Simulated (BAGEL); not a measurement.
# One shape, several levels: SiN2H5F (SMILES N[SiH](N)F)

Wanted: a comparison of 4 runs (HF/STO-3G, HF/3-21G, HF/6-31G*, HF/cc-pVDZ) of SiN2H5F. 

The results are computed with BAGEL 1.2.2.

1 further run of the same task is left out (set aside as unsound or not needed).

## (1) Starting point

SiN2H5F: 9 atoms, total charge 0, spin state singlet. SMILES: `N[SiH](N)F`. The N3–H8 distance was set to 2.213 Å, away from the relaxed value. At this shape a bond of the SMILES string is far longer than usual.

Bond lengths: N1–Si2 1.699 Å, Si2–N3 1.694 Å, Si2–F4 1.604 Å, N1–H5 1.006 Å, N1–H6 1.006 Å, Si2–H7 1.482 Å, N3–H9 1.007 Å. Angles: N1–Si2–N3 107.9°, N1–Si2–F4 103.7°, N3–Si2–F4 116.3°, N1–Si2–H7 118.9°, N3–Si2–H7 106.1°, F4–Si2–H7 104.4°, Si2–N1–H5 121.0°, Si2–N1–H6 121.2°, Si2–N3–H9 121.8°, H5–N1–H6 112.4°.

## (2) A single-point energy at HF/STO-3G (density fitting with qzvpp-jkfit) (run 1)

The input, input.json:

```json
{ "bagel" : [

{
  "title" : "molecule",
  "basis" : "sto-3g",
  "df_basis" : "qzvpp-jkfit",
  "angstrom" : "true",
  "geometry" : [
    { "atom" : "N", "xyz" : [      -1.647008,       1.712220,      -1.062616 ] },
    { "atom" : "Si", "xyz" : [      -0.541108,       0.433320,      -0.895516 ] },
    { "atom" : "N", "xyz" : [      -0.657808,      -0.151180,       0.689684 ] },
    { "atom" : "F", "xyz" : [      -0.958408,      -0.585780,      -2.061216 ] },
    { "atom" : "H", "xyz" : [      -1.992908,       1.983920,      -1.967216 ] },
    { "atom" : "H", "xyz" : [      -1.674008,       2.468120,      -0.400016 ] },
    { "atom" : "H", "xyz" : [       0.898092,       0.695420,      -1.133016 ] },
    { "atom" : "H", "xyz" : [       0.995300,      -1.289700,       1.622500 ] },
    { "atom" : "H", "xyz" : [      -1.547208,      -0.344480,       1.119784 ] }
  ]
},

{
  "title" : "hf"
},

{
  "title" : "print",
  "file" : "orbitals.molden",
  "orbitals" : "true"
}

]}
```

Started as:

```bash
$ BAGEL_NUM_THREADS=1 BAGEL input.json > input.out
```

Standard output:

```text
* using 1 threads per process

  ===============================================================
  ===============================================================

  *** Geometry ***

  { "atom" : "N", "xyz" : [     -3.112394,      3.235627,     -2.008053 ] },
  { "atom" : "Si", "xyz" : [     -1.022546,      0.818856,     -1.692280 ] },
  { "atom" : "N", "xyz" : [     -1.243077,     -0.285689,      1.303314 ] },
[... 5 lines of this table left out ...]
  { "atom" : "H", "xyz" : [     -2.923799,     -0.650973,      2.116085 ] },

  Number of auxiliary basis functions:      449

  Since a DF basis is specified, we compute 2- and 3-index integrals:
    o Being stored without compression. Storage requirement is 0.003 GB

  Number of basis functions:       29
  Number of electrons      :       42

    * METHOD: MOLECULE                             0.16

  *** RHF ***

  === Nuclear Repulsion ===
   182.4340951269

      * DIIS with orbital gradients will be used.

  === RHF iteration (sto-3g) ===
      0       -493.59302374          0.02129227           0.01
      1       -493.66040265          0.01782061           0.01
      2       -493.74246095          0.00258241           0.01
[... 15 lines of this table left out ...]
     18       -493.74536776          0.00000000           0.01
    * SCF iteration converged.

    * Permanent dipole moment:
           (    0.021589,    -0.360720,    -0.126539) a.u.

    * METHOD: HF                                   0.28

    * METHOD: PRINT                                0.00

  ===============================================================
```

Run time: 1.5 s. Hardware: 1 thread of Intel Xeon 6975P-C (Granite Rapids), shared host; peak memory 0.079 GiB.

## (3) The energy at HF/3-21G (density fitting with qzvpp-jkfit) (run 2)

The input, hf.json:

```json
{ "bagel": [

{
  "title": "molecule",
  "basis": "3-21g",
  "df_basis": "qzvpp-jkfit",
  "angstrom": true,
  "geometry": [
    { "atom": "N", "xyz": [   -1.647008,    1.712220,   -1.062616 ] },
    { "atom": "Si", "xyz": [   -0.541108,    0.433320,   -0.895516 ] },
    { "atom": "N", "xyz": [   -0.657808,   -0.151180,    0.689684 ] },
    { "atom": "F", "xyz": [   -0.958408,   -0.585780,   -2.061216 ] },
    { "atom": "H", "xyz": [   -1.992908,    1.983920,   -1.967216 ] },
    { "atom": "H", "xyz": [   -1.674008,    2.468120,   -0.400016 ] },
    { "atom": "H", "xyz": [    0.898092,    0.695420,   -1.133016 ] },
    { "atom": "H", "xyz": [    0.995300,   -1.289700,    1.622500 ] },
    { "atom": "H", "xyz": [   -1.547208,   -0.344480,    1.119784 ] }
  ]
},
{ "title": "hf" },
{ "title": "print", "file": "orbitals.molden", "orbitals": true }

]}
```

Started as:

```bash
$ BAGEL_NUM_THREADS=1 BAGEL hf.json > hf.out
```

Standard output:

```text
* using 1 threads per process

  ===============================================================
  ===============================================================

  *** Geometry ***

  { "atom" : "N", "xyz" : [     -3.112394,      3.235627,     -2.008053 ] },
  { "atom" : "Si", "xyz" : [     -1.022546,      0.818856,     -1.692280 ] },
  { "atom" : "N", "xyz" : [     -1.243077,     -0.285689,      1.303314 ] },
[... 5 lines of this table left out ...]
  { "atom" : "H", "xyz" : [     -2.923799,     -0.650973,      2.116085 ] },

  Number of auxiliary basis functions:      449

  Since a DF basis is specified, we compute 2- and 3-index integrals:
    o Being stored without compression. Storage requirement is 0.009 GB

  Number of basis functions:       50
  Number of electrons      :       42

    * METHOD: MOLECULE                             0.12

  *** RHF ***

  === Nuclear Repulsion ===
   182.4340951269

      * DIIS with orbital gradients will be used.

  === RHF iteration (3-21g) ===
      0       -497.05159007          0.03748481           0.03
      1       -497.16722647          0.03256205           0.03
      2       -497.37633398          0.00464240           0.03
[... 15 lines of this table left out ...]
     18       -497.38313816          0.00000001           0.02
    * SCF iteration converged.

    * Permanent dipole moment:
           (    0.100087,    -0.596679,    -0.606869) a.u.

    * METHOD: HF                                   0.57

    * METHOD: PRINT                                0.00

  ===============================================================
```

It took 1.8 s on 1 thread of Intel Xeon 6975P-C (Granite Rapids), shared host; peak memory 0.079 GiB.

Run 3 isn't shown in full; the table further down has it.

## (4) The energy at HF/cc-pVDZ (density fitting with qzvpp-jkfit) (run 4)

The input, hf.json:

```json
{ "bagel": [

{
  "title": "molecule",
  "basis": "cc-pvdz.json",
  "df_basis": "qzvpp-jkfit",
  "angstrom": true,
  "geometry": [
    { "atom": "N", "xyz": [      -1.647008,       1.712220,      -1.062616 ] },
    { "atom": "Si", "xyz": [      -0.541108,       0.433320,      -0.895516 ] },
    { "atom": "N", "xyz": [      -0.657808,      -0.151180,       0.689684 ] },
    { "atom": "F", "xyz": [      -0.958408,      -0.585780,      -2.061216 ] },
    { "atom": "H", "xyz": [      -1.992908,       1.983920,      -1.967216 ] },
    { "atom": "H", "xyz": [      -1.674008,       2.468120,      -0.400016 ] },
    { "atom": "H", "xyz": [       0.898092,       0.695420,      -1.133016 ] },
    { "atom": "H", "xyz": [       0.995300,      -1.289700,       1.622500 ] },
    { "atom": "H", "xyz": [      -1.547208,      -0.344480,       1.119784 ] }
  ]
},

{ "title": "hf" },

{ "title": "print", "file": "orbitals.molden", "orbitals": true }

]}
```

The basis set cc-pVDZ is read from a file made from the Basis Set Exchange's data (not shown).

Started as:

```bash
$ BAGEL_NUM_THREADS=1 BAGEL hf.json > hf.out
```

Standard output:

```text
* using 1 threads per process

  ===============================================================
  ===============================================================

  *** Geometry ***

  { "atom" : "N", "xyz" : [     -3.112394,      3.235627,     -2.008053 ] },
  { "atom" : "Si", "xyz" : [     -1.022546,      0.818856,     -1.692280 ] },
  { "atom" : "N", "xyz" : [     -1.243077,     -0.285689,      1.303314 ] },
[... 5 lines of this table left out ...]
  { "atom" : "H", "xyz" : [     -2.923799,     -0.650973,      2.116085 ] },

  Number of auxiliary basis functions:      449

  Since a DF basis is specified, we compute 2- and 3-index integrals:
    o Being stored without compression. Storage requirement is 0.026 GB

  Number of basis functions:       85
  Number of electrons      :       42

    * METHOD: MOLECULE                             0.15

  *** RHF ***

  === Nuclear Repulsion ===
   182.4340951269

      * DIIS with orbital gradients will be used.

  === RHF iteration (cc-pvdz.json) ===
      0       -499.53690527          0.02350680           0.06
      1       -499.65495017          0.02432062           0.05
      2       -500.05752239          0.00327497           0.05
[... 16 lines of this table left out ...]
     19       -500.06805158          0.00000001           0.04
    * SCF iteration converged.

    * Permanent dipole moment:
           (    0.149092,    -0.577907,    -0.617244) a.u.

    * METHOD: HF                                   1.12

    * METHOD: PRINT                                0.01

  ===============================================================
```

Wall time 2.2 s (1 thread of Intel Xeon 6975P-C (Granite Rapids), shared host); peak memory 0.11 GiB.

## (5) The series

| run | level | energy (Eh) | dipole moment (D) | HOMO energy (eV) | LUMO energy (eV) | wall time |
| --- | --- | --- | --- | --- | --- | --- |
| 1 | HF/STO-3G (density fitting with qzvpp-jkfit) | -493.745368 | 0.97 | -6.96 | 2.77 | 1.5 s |
| 2 | HF/3-21G (density fitting with qzvpp-jkfit) | -497.383138 | 2.18 | -10.30 | -0.45 | 1.8 s |
| 3 | HF/6-31G* (density fitting with qzvpp-jkfit, spherical functions) | -500.044777 | 2.03 | -10.42 | -0.86 | 1.9 s |
| 4 | HF/cc-pVDZ (density fitting with qzvpp-jkfit) | -500.068052 | 2.18 | -10.47 | -1.01 | 2.2 s |

## (6) What came out

| quantity | value |
| --- | --- |
| run 4: total energy | -500.06805 Eh |
| run 4: dipole moment | 2.18 D |
| run 4: HOMO energy | -10.47 eV |
| run 4: LUMO energy | -1.01 eV |
| run 4: HOMO–LUMO gap | 9.46 eV |

In words: The dipole moment (its size) runs from 0.97 D (HF/STO-3G) to 2.18 D (HF/cc-pVDZ). The HOMO–LUMO gap runs from 9.46 eV (HF/cc-pVDZ) to 9.84 eV (HF/3-21G). In run 1 the basis is minimal, so the values are rough. In runs 1, 2, 3, 4 a closed-shell determinant meets a far-stretched bond, which it describes badly. All runs together took 7.4 s, the longest 2.2 s.
